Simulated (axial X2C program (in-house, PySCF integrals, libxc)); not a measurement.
# Linear FInF⁻ at several levels

Aim: the two bond lengths and stretching wavenumbers of linear FInF⁻, with and without spin–orbit coupling, at PBE0, HF, PBE, MP2.

Computed with an in-house X2C program for linear molecules on PySCF integrals. Level: all-electron X2C, two-component (2c) or spin-free, F dyall-av3z, In dyall-v3z.

All values are calculated.

2 further runs of the same task are left out: 2 set aside as unsound or not needed.

## Step 1: The job

Contents of task.json:

```json
{"zs": [9, 49, 9], "q": -1, "bas": ["dyall-av3z", "dyall-v3z", "dyall-av3z"], "r0": [2.06, 2.06], "symm": 1, "scan": ["PBE0", "HF", "PBE"], "levels": ["PBE0", "HF", "TPSSh"], "nst": 2}
```

Keys: zs atomic numbers; q charge; bas basis sets; r0 starting distance in Å; symm equal bonds; scan levels of the two-bond scan (MP2 follows by itself at each HF point); levels methods; nst determinants followed.

Command:

```
> python solin.py task.json out
```

Masses F 18.998, In 114.904, F 18.998 u.

## Step 2: Scan at PBE0, 2c

State: Ω = 0 (all partner blocks equally filled). Energies above the lowest point, from the job's result record:

| r(F–In) (Å) | r(In–F) (Å) | E (meV) |
| --- | --- | --- |
| 2.1664 | 2.1664 | 22.92 |
| 2.1664 | 2.2220 | 9.72 |
| 2.1664 | 2.2775 | 13.84 |
| 2.2220 | 2.1664 | 9.72 |
| 2.2220 | 2.2220 | 0.00 |
| 2.2220 | 2.2775 | 7.58 |
| 2.2220 | 2.3331 | 28.10 |
| 2.2775 | 2.1664 | 13.84 |
| 2.2775 | 2.2220 | 7.58 |
| 2.2775 | 2.2775 | 18.61 |
| 2.3331 | 2.2220 | 28.10 |
| 2.3331 | 2.3331 | 69.80 |

A quadratic surface with cubic terms in each bond gives the minimum at 2.223 and 2.223 Å, force constants 0.893, 0.893 and coupling 0.18 mdyn/Å.

## Step 3: Scan at HF, 2c

State: Ω = 0 (all partner blocks equally filled). Energies above the lowest point, from the job's result record:

| r(F–In) (Å) | r(In–F) (Å) | E (meV) |
| --- | --- | --- |
| 2.1664 | 2.1664 | 23.61 |
| 2.1664 | 2.2220 | 9.90 |
| 2.1664 | 2.2775 | 11.75 |
| 2.2220 | 2.1664 | 9.90 |
| 2.2220 | 2.2220 | 0.00 |
| 2.2220 | 2.2775 | 5.72 |
| 2.2220 | 2.3331 | 22.79 |
| 2.2775 | 2.1664 | 11.75 |
| 2.2775 | 2.2220 | 5.72 |
| 2.2775 | 2.2775 | 15.33 |
| 2.3331 | 2.2220 | 22.79 |
| 2.3331 | 2.3331 | 61.10 |

A quadratic surface with cubic terms in each bond gives the minimum at 2.226 and 2.226 Å, force constants 0.795, 0.795 and coupling 0.20 mdyn/Å.

## Step 4: Scan at PBE, 2c

State: Ω = 0 (all partner blocks equally filled). Energies above the lowest point, from the job's result record:

| r(F–In) (Å) | r(In–F) (Å) | E (meV) |
| --- | --- | --- |
| 2.1664 | 2.1664 | 45.18 |
| 2.1664 | 2.2220 | 21.87 |
| 2.1664 | 2.2775 | 17.12 |
| 2.2220 | 2.1664 | 21.87 |
| 2.2220 | 2.2220 | 1.65 |
| 2.2220 | 2.2775 | 0.00 |
| 2.2220 | 2.3331 | 12.42 |
| 2.2775 | 2.1664 | 17.12 |
| 2.2775 | 2.2220 | 0.00 |
| 2.2775 | 2.2775 | 1.42 |
| 2.3331 | 2.2220 | 12.42 |
| 2.3331 | 2.3331 | 35.33 |

A quadratic surface with cubic terms in each bond gives the minimum at 2.250 and 2.250 Å, force constants 0.846, 0.846 and coupling 0.16 mdyn/Å.

## Step 5: Comparison

| level | r(F–In) (Å) | r(In–F) (Å) | lower stretch (cm⁻¹) | upper stretch (cm⁻¹) |
| --- | --- | --- | --- | --- |
| PBE0, 2c | 2.223 | 2.223 | 291.6 | 309.4 |
| HF, 2c | 2.226 | 2.226 | 265.8 | 298.3 |
| PBE, 2c | 2.250 | 2.250 | 285.8 | 299.6 |
| MP2, 2c | 2.215 | 2.215 | 308.6 | 318.9 |
| PBE0, spin-free | 2.222 | 2.222 | 291.9 | 309.2 |
| HF, spin-free | 2.225 | 2.225 | 266.2 | 298.2 |
| PBE, spin-free | 2.249 | 2.249 | 286.1 | 299.5 |
| MP2, spin-free | 2.214 | 2.214 | 308.9 | 318.8 |

Scans not shown above were run alike.

What this shows: Over the levels the F–In bond spans 2.214 to 2.250 Å and the In–F bond 2.214 to 2.250 Å. At PBE0 spin–orbit coupling leaves both bonds unchanged to 0.001 Å. Each state is one determinant, the lowest of a limited PBE0 search; the stretches come from a fit to few points and are good to some per cent at best. The stretches are sorted by size, and where the two bonds are alike the symmetric and antisymmetric modes can swap order between levels. MP2 freezes inner shells (threshold -2 hartree). For an anion the highest level of a functional can be positive, and the basis then holds the extra electron. The molecule was held linear; bending was not examined, so a bent shape may lie lower.
